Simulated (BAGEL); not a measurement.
# triplet CH6GeO: levels of theory compared

Aim: a comparison of 4 runs (UHF/3-21G, ROHF/6-31G*, ROHF/cc-pVDZ, UHF/cc-pVDZ) of triplet CH6GeO. 

The results are computed with BAGEL 1.2.2.

1 further run of the same task is left out (it didn't finish).

### Step 1. The system as given

The species is CH6GeO (9 atoms), meant as a triplet with charge 0. As SMILES of the parent species, `C[O][GeH3]`. The coordinates come from a PBE0-D4/def2-TZVP relaxation. That shape belongs to the parent species and isn't relaxed for this state.

Bond lengths: C1–O2 1.406 Å, O2–Ge3 1.779 Å, C1–H4 1.093 Å, C1–H5 1.099 Å, C1–H6 1.099 Å, Ge3–H7 1.542 Å, Ge3–H8 1.531 Å, Ge3–H9 1.542 Å. Some angles: C1–O2–Ge3 117.8°, O2–C1–H4 108.1°, O2–C1–H5 112.2°, O2–C1–H6 112.2°, O2–Ge3–H7 108.9°, O2–Ge3–H8 104.9°, O2–Ge3–H9 108.9°, H4–C1–H5 108.0°, H4–C1–H6 108.0°, H5–C1–H6 108.1°.

### Step 2. A single-point energy at UHF/3-21G (density fitting with qzvpp-jkfit) (run 1)

job.json reads:

```json
{ "bagel" : [

{
  "title" : "molecule",
  "basis" : "3-21g",
  "df_basis" : "qzvpp-jkfit",
  "angstrom" : "true",
  "geometry" : [
    { "atom" : "C", "xyz" : [   -0.461600,    0.939500,   -0.879600 ] },
    { "atom" : "O", "xyz" : [   -0.657300,   -0.383600,   -0.447300 ] },
    { "atom" : "Ge", "xyz" : [    0.409500,   -1.004400,    0.834300 ] },
    { "atom" : "H", "xyz" : [   -1.194400,    1.152600,   -1.661500 ] },
    { "atom" : "H", "xyz" : [    0.540900,    1.094500,   -1.301500 ] },
    { "atom" : "H", "xyz" : [   -0.607700,    1.666800,   -0.069200 ] },
    { "atom" : "H", "xyz" : [    1.870200,   -0.939000,    0.345100 ] },
    { "atom" : "H", "xyz" : [   -0.054100,   -2.444000,    1.070300 ] },
    { "atom" : "H", "xyz" : [    0.242900,   -0.128600,    2.092200 ] }
  ]
},
{ "title" : "uhf", "nopen" : 2 },
{ "title" : "print", "file" : "orbitals.molden", "orbitals" : "true" }

]}
```

Run with:

```
$ BAGEL_NUM_THREADS=1 BAGEL job.json > job.out
```

Output:

```text
* using 1 threads per process

  ===============================================================
  ===============================================================

  *** Geometry ***

  { "atom" : "C", "xyz" : [     -0.872298,      1.775398,     -1.662203 ] },
  { "atom" : "O", "xyz" : [     -1.242117,     -0.724899,     -0.845274 ] },
  { "atom" : "Ge", "xyz" : [      0.773843,     -1.898041,      1.576599 ] },
  { "atom" : "H", "xyz" : [     -2.257089,      2.178098,     -3.139780 ] },
  { "atom" : "H", "xyz" : [      1.022153,      2.068305,     -2.459479 ] },
  { "atom" : "H", "xyz" : [     -1.148387,      3.149796,     -0.130769 ] },
  { "atom" : "H", "xyz" : [      3.534166,     -1.774453,      0.652144 ] },
  { "atom" : "H", "xyz" : [     -0.102234,     -4.618491,      2.022574 ] },
  { "atom" : "H", "xyz" : [      0.459014,     -0.243019,      3.953685 ] },

  Number of auxiliary basis functions:      526

  Since a DF basis is specified, we compute 2- and 3-index integrals:
    o Being stored without compression. Storage requirement is 0.011 GB

  Number of basis functions:       52
  Number of electrons      :       52

    * METHOD: MOLECULE                             0.19

  *** Open-shell HF ***

  === Nuclear Repulsion ===
   205.4353264977

      * DIIS with orbital gradients will be used.

  === UHF iteration (3-21g) ===
      0      -2180.47919351          0.04048445           0.09
      1      -2180.55724683          0.03839930           0.09
      2      -2180.61261116          0.02953482           0.09
      3      -2180.67241350          0.00579832           0.09
      4      -2180.68841226          0.00263290           0.09
      5      -2180.69211653          0.00104572           0.09
[... 15 lines of this table left out ...]
     21      -2180.69284555          0.00000001           0.09
     22      -2180.69284555          0.00000001           0.09
    * SCF iteration converged.

    * S^2 (UHF) is 2.0125

    * Permanent dipole moment:
           (    0.537523,    -1.483290,     1.189161) a.u.

    * METHOD: UHF                                  2.18

    * METHOD: PRINT                                0.01

  ===============================================================
```

Run time: 2.5 s. Hardware: 1 thread of Arm Neoverse V2, shared host; peak memory 0.092 GiB.

### Step 3. A single-point energy at ROHF/6-31G(d) (density fitting with qzvpp-jkfit, spherical functions) (run 2)

job.json reads:

```json
{ "bagel": [

{
  "title": "molecule",
  "basis": "6-31gs.json",
  "df_basis": "qzvpp-jkfit",
  "angstrom": true,
  "geometry": [
    { "atom": "C", "xyz": [      -0.461600,       0.939500,      -0.879600 ] },
    { "atom": "O", "xyz": [      -0.657300,      -0.383600,      -0.447300 ] },
    { "atom": "Ge", "xyz": [       0.409500,      -1.004400,       0.834300 ] },
    { "atom": "H", "xyz": [      -1.194400,       1.152600,      -1.661500 ] },
    { "atom": "H", "xyz": [       0.540900,       1.094500,      -1.301500 ] },
    { "atom": "H", "xyz": [      -0.607700,       1.666800,      -0.069200 ] },
    { "atom": "H", "xyz": [       1.870200,      -0.939000,       0.345100 ] },
    { "atom": "H", "xyz": [      -0.054100,      -2.444000,       1.070300 ] },
    { "atom": "H", "xyz": [       0.242900,      -0.128600,       2.092200 ] }
  ]
},

{
  "title": "rohf",
  "nopen": 2
},

{
  "title": "print",
  "file": "orbitals.molden",
  "orbitals": true
}

]}
```

The basis set 6-31G* is read from a file made from the Basis Set Exchange's data (not shown).

Run with:

```
$ BAGEL_NUM_THREADS=1 BAGEL job.json > job.out
```

Output:

```text
* using 1 threads per process

  ===============================================================
  ===============================================================

  *** Geometry ***

  { "atom" : "C", "xyz" : [     -0.872298,      1.775398,     -1.662203 ] },
  { "atom" : "O", "xyz" : [     -1.242117,     -0.724899,     -0.845274 ] },
  { "atom" : "Ge", "xyz" : [      0.773843,     -1.898041,      1.576599 ] },
  { "atom" : "H", "xyz" : [     -2.257089,      2.178098,     -3.139780 ] },
  { "atom" : "H", "xyz" : [      1.022153,      2.068305,     -2.459479 ] },
  { "atom" : "H", "xyz" : [     -1.148387,      3.149796,     -0.130769 ] },
  { "atom" : "H", "xyz" : [      3.534166,     -1.774453,      0.652144 ] },
  { "atom" : "H", "xyz" : [     -0.102234,     -4.618491,      2.022574 ] },
  { "atom" : "H", "xyz" : [      0.459014,     -0.243019,      3.953685 ] },

  Number of auxiliary basis functions:      526

  Since a DF basis is specified, we compute 2- and 3-index integrals:
    o Being stored without compression. Storage requirement is 0.022 GB

  Number of basis functions:       72
  Number of electrons      :       52

    * METHOD: MOLECULE                             0.25

  *** Open-shell HF ***

  === Nuclear Repulsion ===
   205.4353264977

      * DIIS with orbital gradients will be used.

  === ROHF iteration (6-31gs.json) ===
      0      -2190.75170690          0.04040617           0.13
      1      -2190.76651014          0.04718294           0.13
      2      -2190.77238865          0.04467929           0.13
      3      -2191.01013470          0.00609068           0.13
      4      -2191.02865875          0.00445634           0.13
      5      -2191.04311454          0.00247375           0.13
[... 18 lines of this table left out ...]
     24      -2191.04856341          0.00000001           0.13
     25      -2191.04856341          0.00000001           0.13
    * SCF iteration converged.

    * S^2 (ROHF) is 2.0000

    * Permanent dipole moment:
           (    0.581700,    -1.502689,     1.239353) a.u.

    * METHOD: ROHF                                 3.62

    * METHOD: PRINT                                0.01

  ===============================================================
```

It took 4.2 s on 1 thread of Arm Neoverse V2, shared host; peak memory 0.12 GiB.

Run 3 isn't shown in full; the table further down has it.

### Step 4. A single-point energy at UHF/cc-pVDZ (density fitting with qzvpp-jkfit) (run 4)

calc.json reads:

```json
{ "bagel": [

{
  "title": "molecule",
  "basis": "cc-pvdz.json",
  "df_basis": "qzvpp-jkfit",
  "angstrom": "true",
  "geometry": [
    { "atom": "C", "xyz": [      -0.461600,       0.939500,      -0.879600 ] },
    { "atom": "O", "xyz": [      -0.657300,      -0.383600,      -0.447300 ] },
    { "atom": "Ge", "xyz": [       0.409500,      -1.004400,       0.834300 ] },
    { "atom": "H", "xyz": [      -1.194400,       1.152600,      -1.661500 ] },
    { "atom": "H", "xyz": [       0.540900,       1.094500,      -1.301500 ] },
    { "atom": "H", "xyz": [      -0.607700,       1.666800,      -0.069200 ] },
    { "atom": "H", "xyz": [       1.870200,      -0.939000,       0.345100 ] },
    { "atom": "H", "xyz": [      -0.054100,      -2.444000,       1.070300 ] },
    { "atom": "H", "xyz": [       0.242900,      -0.128600,       2.092200 ] }
  ]
},

{ "title": "uhf", "nopen": 2 },

{ "title": "print", "file": "orbitals.molden", "orbitals": "true" }

]}
```

The basis set cc-pVDZ is read from a file made from the Basis Set Exchange's data (not shown).

Run with:

```
$ BAGEL_NUM_THREADS=1 BAGEL calc.json > calc.out
```

Output:

```text
* using 1 threads per process

  ===============================================================
  ===============================================================

  *** Geometry ***

  { "atom" : "C", "xyz" : [     -0.872298,      1.775398,     -1.662203 ] },
  { "atom" : "O", "xyz" : [     -1.242117,     -0.724899,     -0.845274 ] },
  { "atom" : "Ge", "xyz" : [      0.773843,     -1.898041,      1.576599 ] },
  { "atom" : "H", "xyz" : [     -2.257089,      2.178098,     -3.139780 ] },
  { "atom" : "H", "xyz" : [      1.022153,      2.068305,     -2.459479 ] },
  { "atom" : "H", "xyz" : [     -1.148387,      3.149796,     -0.130769 ] },
  { "atom" : "H", "xyz" : [      3.534166,     -1.774453,      0.652144 ] },
  { "atom" : "H", "xyz" : [     -0.102234,     -4.618491,      2.022574 ] },
  { "atom" : "H", "xyz" : [      0.459014,     -0.243019,      3.953685 ] },

  Number of auxiliary basis functions:      526

  Since a DF basis is specified, we compute 2- and 3-index integrals:
    o Being stored without compression. Storage requirement is 0.030 GB

  Number of basis functions:       85
  Number of electrons      :       52

    * METHOD: MOLECULE                             0.26

  *** Open-shell HF ***

  === Nuclear Repulsion ===
   205.4353264977

      * DIIS with orbital gradients will be used.

  === UHF iteration (cc-pvdz.json) ===
      0      -2190.96762435          0.03190798           0.17
      1      -2191.00530812          0.03943074           0.16
      2      -2191.03166154          0.03379675           0.16
      3      -2191.28344249          0.00494038           0.16
      4      -2191.30259320          0.00348952           0.16
      5      -2191.31235137          0.00268629           0.16
[... 19 lines of this table left out ...]
     25      -2191.32449645          0.00000001           0.16
     26      -2191.32449645          0.00000001           0.17
    * SCF iteration converged.

    * S^2 (UHF) is 2.0157

    * Permanent dipole moment:
           (    0.633957,    -1.413345,     1.246536) a.u.

    * METHOD: UHF                                  4.47

    * METHOD: PRINT                                0.01

  ===============================================================
```

Run time: 5.1 s. Hardware: 1 thread of Arm Neoverse V2, shared host; peak memory 0.13 GiB.

### Step 5. The series

| run | level | energy (Eh) | dipole moment (D) | ⟨S²⟩ | wall time |
| --- | --- | --- | --- | --- | --- |
| 1 | UHF/3-21G (density fitting with qzvpp-jkfit) | -2180.692846 | 5.02 | 2.013 | 2.5 s |
| 2 | ROHF/6-31G* (density fitting with qzvpp-jkfit, spherical functions) | -2191.048563 | 5.17 | 2.000 | 4.2 s |
| 3 | ROHF/cc-pVDZ (density fitting with qzvpp-jkfit) | -2191.317298 | 4.97 | 2.000 | 5.1 s |
| 4 | UHF/cc-pVDZ (density fitting with qzvpp-jkfit) | -2191.324496 | 5.05 | 2.016 | 5.1 s |

### Step 6. Summary of results

```
            quantity           value
 run 4: total energy  -2191.32450 Eh
run 4: dipole moment          5.05 D
         run 4: ⟨S²⟩           2.016
```

The dipole moment (its size) runs from 4.97 D (ROHF/cc-pVDZ) to 5.17 D (ROHF/6-31G*). All runs together took 17 s, the longest 5.1 s.
